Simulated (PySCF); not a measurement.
# A gas-phase reaction: GeH4O2 + HI → GeH3IO + H2O

What reaction energy should one expect for `[OH][GeH2][OH]` + `I` → `[OH][GeH2][I]` + `O`?

Computed with PySCF 2.14.0; each step states its level. No surroundings beyond the atoms listed, unless a continuum is named. Atoms count from 0, parts from 1.

## (1) Starting point

Each species was relaxed by itself at PBE0-D3(BJ)/def2-SVPD.

## (2) Energies of the species: wB97M-D3(BJ)/def2-TZVPD

Job settings and geometry (Å):

```
{"job": {"kind": "react", "xc": "wB97M-D3(BJ)", "basis": "def2-TZVPD"}, "charge": 0, "multiplicity": 1}
-1 GeH4O2 charge 0 multiplicity 1
O      0.937290    -0.631600    -1.151100
Ge     0.236810    -0.065160     0.388680
O     -1.292520     0.798520     0.075220
H      0.374990    -1.234350    -1.645950
H     -0.187300    -1.231850     1.286180
H      1.314400     0.867100     0.951340
H     -1.202970     1.571450    -0.489630

-1 HI charge 0 multiplicity 1
I      0.809720     0.000620     0.009590
H     -0.807520    -0.001240    -0.009690

+1 GeH3IO charge 0 multiplicity 1
O      1.360110    -0.358840    -0.310440
Ge    -0.394540    -0.234510    -0.049930
I     -1.070430     2.198560    -0.058440
H      1.891060     0.173000     0.290430
H     -1.023650    -0.940530    -1.249800
H     -0.787440    -0.798540     1.322850

+1 H2O charge 0 multiplicity 1
O      0.001310     0.389000     0.017530
H     -0.763540    -0.191960    -0.008090
H      0.762250    -0.197000    -0.009450
```

Level: wB97M-D3(BJ)/def2-TZVPD reaction energy of separated species, gas phase.

Launch:

```console
$ OMP_NUM_THREADS=1 python cluster_run.py task.json out
```

The driver reads the jobs from task.json and runs them one after another.

Log:

```text
species 1 (GeH4O2)
coarse grid: 27664 points
cycle   1  E = -2229.8292021406  dE = -4.707e-01  |g| = 1.110e+00  |ddm| = 1.997e+00
cycle   2  E = -2229.7634504150  dE =  6.575e-02  |g| = 1.343e+00  |ddm| = 1.309e+00
cycle   3  E = -2230.0184634983  dE = -2.550e-01  |g| = 4.847e-02  |ddm| = 6.712e-01
cycle   4  E = -2230.0188728869  dE = -4.094e-04  |g| = 2.770e-02  |ddm| = 5.026e-02
cycle   5  E = -2230.0189697348  dE = -9.685e-05  |g| = 7.075e-03  |ddm| = 1.843e-02
cycle   6  E = -2230.0189780799  dE = -8.345e-06  |g| = 8.239e-04  |ddm| = 6.970e-03
final grid: 56944 points
cycle   7  E = -2230.0188872474  dE = -4.356e-07  |g| = 5.315e-04  |ddm| = 2.644e-03
cycle   8  E = -2230.0188872939  dE = -4.654e-08  |g| = 4.831e-04  |ddm| = 7.225e-04
cycle   9  E = -2230.0188873228  dE = -2.884e-08  |g| = 7.012e-05  |ddm| = 2.547e-04
cycle  10  E = -2230.0188873262  dE = -3.416e-09  |g| = 4.764e-05  |ddm| = 1.426e-04
cycle  11  E = -2230.0188873267  dE = -5.421e-10  |g| = 1.005e-05  |ddm| = 4.299e-05
converged SCF energy = -2230.0188873267

species 2 (HI)
coarse grid: 10504 points
cycle   1  E = -297.0645366183  dE = -4.120e+01  |g| = 2.946e+00  |ddm| = 1.945e+01
cycle   2  E = -297.7149908650  dE = -6.505e-01  |g| = 2.315e+00  |ddm| = 6.590e+00
cycle   3  E = -298.3805516456  dE = -6.656e-01  |g| = 1.385e-01  |ddm| = 2.118e+00
cycle   4  E = -298.3824020472  dE = -1.850e-03  |g| = 1.059e-01  |ddm| = 1.440e-01
cycle   5  E = -298.3837842007  dE = -1.382e-03  |g| = 6.134e-03  |ddm| = 5.443e-02
cycle   6  E = -298.3838154596  dE = -3.126e-05  |g| = 2.382e-03  |ddm| = 1.566e-02
cycle   7  E = -298.3838186002  dE = -3.141e-06  |g| = 3.677e-04  |ddm| = 4.966e-03
final grid: 19416 points
cycle   8  E = -298.3838559227  dE = -1.280e-07  |g| = 2.033e-04  |ddm| = 7.827e-04
cycle   9  E = -298.3838559408  dE = -1.815e-08  |g| = 1.526e-04  |ddm| = 3.336e-04
cycle  10  E = -298.3838559451  dE = -4.223e-09  |g| = 3.552e-05  |ddm| = 9.016e-05
cycle  11  E = -298.3838559463  dE = -1.206e-09  |g| = 4.159e-06  |ddm| = 1.006e-04
cycle  12  E = -298.3838559463  dE = -4.320e-12  |g| = 2.652e-07  |ddm| = 4.853e-06
converged SCF energy = -298.3838559463

species 3 (GeH3IO)
coarse grid: 28040 points
cycle   1  E = -2450.2864622349  dE = -4.141e+01  |g| = 3.190e+00  |ddm| = 1.984e+01
cycle   2  E = -2450.1504876697  dE =  1.360e-01  |g| = 3.095e+00  |ddm| = 7.653e+00
cycle   3  E = -2451.8992628015  dE = -1.749e+00  |g| = 3.921e-01  |ddm| = 3.475e+00
cycle   4  E = -2451.9326561841  dE = -3.339e-02  |g| = 2.778e-01  |ddm| = 6.212e-01
cycle   5  E = -2451.9427515479  dE = -1.010e-02  |g| = 4.594e-02  |ddm| = 1.809e-01
cycle   6  E = -2451.9434595851  dE = -7.080e-04  |g| = 1.704e-02  |ddm| = 7.066e-02
cycle   7  E = -2451.9435529161  dE = -9.333e-05  |g| = 8.677e-03  |ddm| = 2.202e-02
cycle   8  E = -2451.9435839213  dE = -3.101e-05  |g| = 2.070e-03  |ddm| = 1.509e-02
cycle   9  E = -2451.9435866373  dE = -2.716e-06  |g| = 9.165e-04  |ddm| = 4.511e-03
final grid: 54408 points
cycle  10  E = -2451.9435284446  dE = -5.320e-07  |g| = 6.969e-04  |ddm| = 2.621e-03
cycle  11  E = -2451.9435285233  dE = -7.872e-08  |g| = 6.390e-04  |ddm| = 9.216e-04
cycle  12  E = -2451.9435285752  dE = -5.183e-08  |g| = 1.004e-04  |ddm| = 3.865e-04
cycle  13  E = -2451.9435285833  dE = -8.186e-09  |g| = 7.719e-05  |ddm| = 2.500e-04
cycle  14  E = -2451.9435285857  dE = -2.374e-09  |g| = 7.103e-06  |ddm| = 1.438e-04
cycle  15  E = -2451.9435285858  dE = -3.229e-11  |g| = 3.356e-06  |ddm| = 2.275e-05
converged SCF energy = -2451.9435285858

species 4 (H2O)
coarse grid: 10128 points
cycle   1  E = -76.4117507098  dE = -7.453e-02  |g| = 5.872e-01  |ddm| = 8.994e-01
cycle   2  E = -76.4087440301  dE =  3.007e-03  |g| = 6.461e-01  |ddm| = 5.038e-01
cycle   3  E = -76.4759341905  dE = -6.719e-02  |g| = 2.731e-02  |ddm| = 2.374e-01
cycle   4  E = -76.4760593924  dE = -1.252e-04  |g| = 5.497e-03  |ddm| = 1.609e-02
cycle   5  E = -76.4760680692  dE = -8.677e-06  |g| = 8.214e-04  |ddm| = 5.832e-03
final grid: 21952 points
cycle   6  E = -76.4760630668  dE = -1.977e-07  |g| = 5.844e-04  |ddm| = 1.372e-03
cycle   7  E = -76.4760630737  dE = -6.854e-09  |g| = 6.466e-04  |ddm| = 6.468e-04
cycle   8  E = -76.4760631373  dE = -6.364e-08  |g| = 3.200e-05  |ddm| = 2.236e-04
cycle   9  E = -76.4760631381  dE = -8.237e-10  |g| = 4.136e-06  |ddm| = 1.104e-04
converged SCF energy = -76.4760631381

Reaction energy = -10.770 kcal/mol
```

Wall time 37 s (1 thread of Arm Neoverse N1, shared host); peak memory 0.64 GiB.

Species by species (with the dispersion term, which the log's SCF energies lack):

| ν | species | energy (Eh) | HOMO (eV) |
| --- | --- | --- | --- |
| -1 | [OH][GeH2][OH] | -2230.02363 | -11.26 |
| -1 | I | -298.38449 | -10.19 |
| +1 | [OH][GeH2][I] | -2451.94847 | -9.89 |
| +1 | O | -76.47682 | -11.72 |

## (3) Reaction energy: PBE0-D3(BJ)/def2-TZVPD

The job, as its differences from that of step 2:

```diff
@@ -1,2 +1,2 @@
-{"job": {"kind": "react", "xc": "wB97M-D3(BJ)", "basis": "def2-TZVPD"}, "charge": 0, "multiplicity": 1}
+{"job": {"kind": "react", "xc": "PBE0", "basis": "def2-TZVPD", "disp": "d3bj"}, "charge": 0, "multiplicity": 1}
 -1 GeH4O2 charge 0 multiplicity 1
```

With the program's defaults for keys left out, this is: PBE0-D3(BJ)/def2-TZVPD reaction energy of separated species, gas phase.

Log:

```text
species 1 (GeH4O2)
coarse grid: 27664 points
cycle   1  E = -2229.3294223824  dE = -3.497e-01  |g| = 1.212e+00  |ddm| = 2.007e+00
cycle   2  E = -2228.8695152247  dE =  4.599e-01  |g| = 2.008e+00  |ddm| = 1.753e+00
cycle   3  E = -2229.5431949778  dE = -6.737e-01  |g| = 1.537e-01  |ddm| = 1.175e+00
cycle   4  E = -2229.5466392302  dE = -3.444e-03  |g| = 5.950e-02  |ddm| = 1.172e-01
cycle   5  E = -2229.5469374692  dE = -2.982e-04  |g| = 7.495e-03  |ddm| = 3.290e-02
cycle   6  E = -2229.5469484590  dE = -1.099e-05  |g| = 1.269e-03  |ddm| = 6.082e-03
cycle   7  E = -2229.5469487866  dE = -3.277e-07  |g| = 2.442e-04  |ddm| = 1.147e-03
final grid: 56944 points
cycle   8  E = -2229.5469419373  dE = -3.905e-08  |g| = 3.609e-04  |ddm| = 2.224e-03
cycle   9  E = -2229.5469418977  dE =  3.960e-08  |g| = 6.062e-04  |ddm| = 5.414e-04
cycle  10  E = -2229.5469419596  dE = -6.183e-08  |g| = 5.437e-05  |ddm| = 3.224e-04
cycle  11  E = -2229.5469419600  dE = -4.748e-10  |g| = 1.115e-05  |ddm| = 3.868e-05
converged SCF energy = -2229.5469419600

species 2 (HI)
coarse grid: 10504 points
cycle   1  E = -296.6657251208  dE = -4.069e+01  |g| = 3.285e+00  |ddm| = 1.949e+01
cycle   2  E = -296.5079346117  dE =  1.578e-01  |g| = 3.386e+00  |ddm| = 7.995e+00
cycle   3  E = -298.2898864800  dE = -1.782e+00  |g| = 3.368e-01  |ddm| = 3.379e+00
cycle   4  E = -298.2974580097  dE = -7.572e-03  |g| = 3.394e-01  |ddm| = 5.727e-01
cycle   5  E = -298.3177535517  dE = -2.030e-02  |g| = 3.355e-02  |ddm| = 2.194e-01
cycle   6  E = -298.3181036652  dE = -3.501e-04  |g| = 3.315e-03  |ddm| = 5.779e-02
cycle   7  E = -298.3181075003  dE = -3.835e-06  |g| = 8.409e-04  |ddm| = 5.114e-03
final grid: 19416 points
cycle   8  E = -298.3181032920  dE =  1.915e-08  |g| = 1.142e-03  |ddm| = 1.955e-03
cycle   9  E = -298.3181031420  dE =  1.500e-07  |g| = 1.570e-03  |ddm| = 1.826e-03
cycle  10  E = -298.3181035536  dE = -4.116e-07  |g| = 7.603e-05  |ddm| = 9.495e-04
cycle  11  E = -298.3181035548  dE = -1.188e-09  |g| = 9.423e-06  |ddm| = 9.231e-05
cycle  12  E = -298.3181035549  dE = -2.387e-11  |g| = 1.131e-06  |ddm| = 1.140e-05
converged SCF energy = -298.3181035549

species 3 (GeH3IO)
coarse grid: 28040 points
cycle   1  E = -2449.3980595292  dE = -4.076e+01  |g| = 3.563e+00  |ddm| = 1.991e+01
cycle   2  E = -2444.6211926541  dE =  4.777e+00  |g| = 4.601e+00  |ddm| = 9.707e+00
cycle   3  E = -2450.8744853673  dE = -6.253e+00  |g| = 1.266e+00  |ddm| = 6.475e+00
cycle   4  E = -2451.4138477789  dE = -5.394e-01  |g| = 7.152e-01  |ddm| = 1.998e+00
cycle   5  E = -2451.4772543624  dE = -6.341e-02  |g| = 3.584e-01  |ddm| = 5.659e-01
cycle   6  E = -2451.5027834657  dE = -2.553e-02  |g| = 1.031e-01  |ddm| = 2.818e-01
cycle   7  E = -2451.5046322474  dE = -1.849e-03  |g| = 3.254e-02  |ddm| = 9.209e-02
cycle   8  E = -2451.5047699993  dE = -1.378e-04  |g| = 4.499e-03  |ddm| = 2.831e-02
cycle   9  E = -2451.5047740419  dE = -4.043e-06  |g| = 1.596e-03  |ddm| = 5.048e-03
final grid: 54408 points
cycle  10  E = -2451.5047621082  dE = -4.739e-08  |g| = 1.863e-03  |ddm| = 2.850e-03
cycle  11  E = -2451.5047618544  dE =  2.539e-07  |g| = 2.265e-03  |ddm| = 2.190e-03
cycle  12  E = -2451.5047625570  dE = -7.027e-07  |g| = 3.297e-04  |ddm| = 1.269e-03
cycle  13  E = -2451.5047625759  dE = -1.887e-08  |g| = 1.680e-05  |ddm| = 1.822e-04
cycle  14  E = -2451.5047625760  dE = -5.548e-11  |g| = 3.284e-06  |ddm| = 1.691e-05
converged SCF energy = -2451.5047625760

species 4 (H2O)
coarse grid: 2328 points
cycle   1  E = -76.3044361741  dE = -5.295e-03  |g| = 6.571e-01  |ddm| = 9.011e-01
cycle   2  E = -76.1882157527  dE =  1.162e-01  |g| = 1.036e+00  |ddm| = 7.256e-01
cycle   3  E = -76.3820382364  dE = -1.938e-01  |g| = 3.132e-02  |ddm| = 4.396e-01
cycle   4  E = -76.3822205363  dE = -1.823e-04  |g| = 5.864e-03  |ddm| = 1.606e-02
cycle   5  E = -76.3822256753  dE = -5.139e-06  |g| = 7.850e-04  |ddm| = 2.507e-03
final grid: 21952 points
cycle   6  E = -76.3808945262  dE = -1.507e-05  |g| = 3.437e-03  |ddm| = 9.320e-03
cycle   7  E = -76.3808925765  dE =  1.950e-06  |g| = 4.734e-03  |ddm| = 3.308e-03
cycle   8  E = -76.3808962640  dE = -3.687e-06  |g| = 2.523e-04  |ddm| = 1.958e-03
cycle   9  E = -76.3808962746  dE = -1.065e-08  |g| = 2.401e-05  |ddm| = 1.102e-04
cycle  10  E = -76.3808962747  dE = -1.118e-10  |g| = 3.285e-06  |ddm| = 1.515e-05
converged SCF energy = -76.3808962747

Reaction energy = -13.601 kcal/mol
```

Run time: 20 s. Hardware: 1 thread of Arm Neoverse N1, shared host; peak memory 0.61 GiB.

Reaction energy at this level: -13.60 kcal/mol.

## (4) Reaction energy: MP2/def2-TZVPD

The job, as its differences from that of step 3:

```diff
@@ -1,2 +1,2 @@
-{"job": {"kind": "react", "xc": "PBE0", "basis": "def2-TZVPD", "disp": "d3bj"}, "charge": 0, "multiplicity": 1}
+{"job": {"kind": "react", "xc": "MP2", "basis": "def2-TZVPD"}, "charge": 0, "multiplicity": 1}
 -1 GeH4O2 charge 0 multiplicity 1
```

Level: MP2/def2-TZVPD reaction energy of separated species, gas phase.

Log:

```text
species 1 (GeH4O2)
final grid: 56944 points
cycle   1  E = -2227.4289264387  dE = -6.484e-01  |g| = 7.796e-01  |ddm| = 1.967e+00
cycle   2  E = -2227.4975095840  dE = -6.858e-02  |g| = 5.550e-01  |ddm| = 7.180e-01
cycle   3  E = -2227.5404213635  dE = -4.291e-02  |g| = 4.265e-02  |ddm| = 2.830e-01
cycle   4  E = -2227.5410712418  dE = -6.499e-04  |g| = 9.702e-03  |ddm| = 5.140e-02
cycle   5  E = -2227.5411096946  dE = -3.845e-05  |g| = 2.362e-03  |ddm| = 1.511e-02
cycle   6  E = -2227.5411114795  dE = -1.785e-06  |g| = 1.045e-03  |ddm| = 3.348e-03
cycle   7  E = -2227.5411118350  dE = -3.555e-07  |g| = 2.903e-04  |ddm| = 1.235e-03
cycle   8  E = -2227.5411118909  dE = -5.588e-08  |g| = 6.212e-05  |ddm| = 5.086e-04
cycle   9  E = -2227.5411118935  dE = -2.638e-09  |g| = 1.538e-05  |ddm| = 1.216e-04
cycle  10  E = -2227.5411118937  dE = -1.560e-10  |g| = 4.367e-06  |ddm| = 3.338e-05
converged SCF energy = -2227.5411118937

species 2 (HI)
final grid: 19416 points
cycle   1  E = -296.2771598553  dE = -4.223e+01  |g| = 2.692e+00  |ddm| = 1.972e+01
cycle   2  E = -297.0399253429  dE = -7.628e-01  |g| = 1.310e+00  |ddm| = 4.987e+00
cycle   3  E = -297.2401020997  dE = -2.002e-01  |g| = 1.088e-01  |ddm| = 1.259e+00
cycle   4  E = -297.2419134495  dE = -1.811e-03  |g| = 4.877e-02  |ddm| = 1.163e-01
cycle   5  E = -297.2422634290  dE = -3.500e-04  |g| = 8.988e-03  |ddm| = 3.065e-02
cycle   6  E = -297.2423250433  dE = -6.161e-05  |g| = 1.607e-03  |ddm| = 1.920e-02
cycle   7  E = -297.2423278969  dE = -2.854e-06  |g| = 1.808e-04  |ddm| = 4.776e-03
cycle   8  E = -297.2423279223  dE = -2.537e-08  |g| = 2.336e-05  |ddm| = 6.453e-04
cycle   9  E = -297.2423279225  dE = -1.829e-10  |g| = 2.070e-06  |ddm| = 6.125e-05
converged SCF energy = -297.2423279225

species 3 (GeH3IO)
final grid: 54408 points
cycle   1  E = -2447.5227170276  dE = -4.257e+01  |g| = 2.860e+00  |ddm| = 2.006e+01
cycle   2  E = -2448.3450458687  dE = -8.223e-01  |g| = 1.603e+00  |ddm| = 5.588e+00
cycle   3  E = -2448.7296243642  dE = -3.846e-01  |g| = 1.905e-01  |ddm| = 1.650e+00
cycle   4  E = -2448.7366987403  dE = -7.074e-03  |g| = 9.761e-02  |ddm| = 2.480e-01
cycle   5  E = -2448.7379827525  dE = -1.284e-03  |g| = 1.494e-02  |ddm| = 7.632e-02
cycle   6  E = -2448.7381669777  dE = -1.842e-04  |g| = 4.072e-03  |ddm| = 4.534e-02
cycle   7  E = -2448.7381799970  dE = -1.302e-05  |g| = 1.695e-03  |ddm| = 9.976e-03
cycle   8  E = -2448.7381822513  dE = -2.254e-06  |g| = 6.797e-04  |ddm| = 4.260e-03
cycle   9  E = -2448.7381825497  dE = -2.984e-07  |g| = 1.514e-04  |ddm| = 1.776e-03
cycle  10  E = -2448.7381825641  dE = -1.441e-08  |g| = 5.132e-05  |ddm| = 3.944e-04
cycle  11  E = -2448.7381825653  dE = -1.151e-09  |g| = 2.207e-05  |ddm| = 7.626e-05
cycle  12  E = -2448.7381825656  dE = -2.683e-10  |g| = 7.246e-06  |ddm| = 3.967e-05
converged SCF energy = -2448.7381825656

species 4 (H2O)
final grid: 21952 points
cycle   1  E = -76.0248952197  dE = -1.467e-01  |g| = 4.364e-01  |ddm| = 8.776e-01
cycle   2  E = -76.0503811930  dE = -2.549e-02  |g| = 2.594e-01  |ddm| = 2.972e-01
cycle   3  E = -76.0608900550  dE = -1.051e-02  |g| = 2.594e-02  |ddm| = 1.025e-01
cycle   4  E = -76.0610474113  dE = -1.574e-04  |g| = 5.694e-03  |ddm| = 1.523e-02
cycle   5  E = -76.0610617782  dE = -1.437e-05  |g| = 1.176e-03  |ddm| = 5.302e-03
cycle   6  E = -76.0610626679  dE = -8.897e-07  |g| = 2.235e-04  |ddm| = 1.658e-03
cycle   7  E = -76.0610627046  dE = -3.670e-08  |g| = 3.304e-05  |ddm| = 3.733e-04
cycle   8  E = -76.0610627052  dE = -6.655e-10  |g| = 4.159e-06  |ddm| = 3.886e-05
converged SCF energy = -76.0610627052

Reaction energy = -12.144 kcal/mol
```

Wall time 10 s (1 thread of Arm Neoverse N1, shared host); peak memory 0.57 GiB.

Reaction energy at this level: -12.14 kcal/mol.

## (5) Side by side

Energies in kcal/mol, with wall time:

| run | reaction | time |
| --- | --- | --- |
| wB97M-D3(BJ)/def2-TZVPD | -10.77 | 37 s |
| PBE0-D3(BJ)/def2-TZVPD | -13.60 | 20 s |
| MP2/def2-TZVPD | -12.14 | 10 s |

## (6) Summary of results

| quantity | value |
| --- | --- |
| reaction energy (wB97M-D3(BJ)/def2-TZVPD) | -10.77 kcal/mol |
| ΔH, ΔG at 298 K (xTB thermal terms) | -8.8, -9.5 kcal/mol |
| range of the reaction energy over the runs of this table | -13.60 to -10.77 kcal/mol |

The reaction is exothermic by 8.8 kcal/mol in the gas phase; dispersion gives -0.20, and xTB itself gave -10.13 for the electronic energy (xTB energies and thermal terms come from the earlier relaxation of each species, not shown). No barrier was sought. The reaction energy runs from -13.60 (PBE0-D3(BJ)/def2-TZVPD) to -10.77 kcal/mol (wB97M-D3(BJ)/def2-TZVPD).
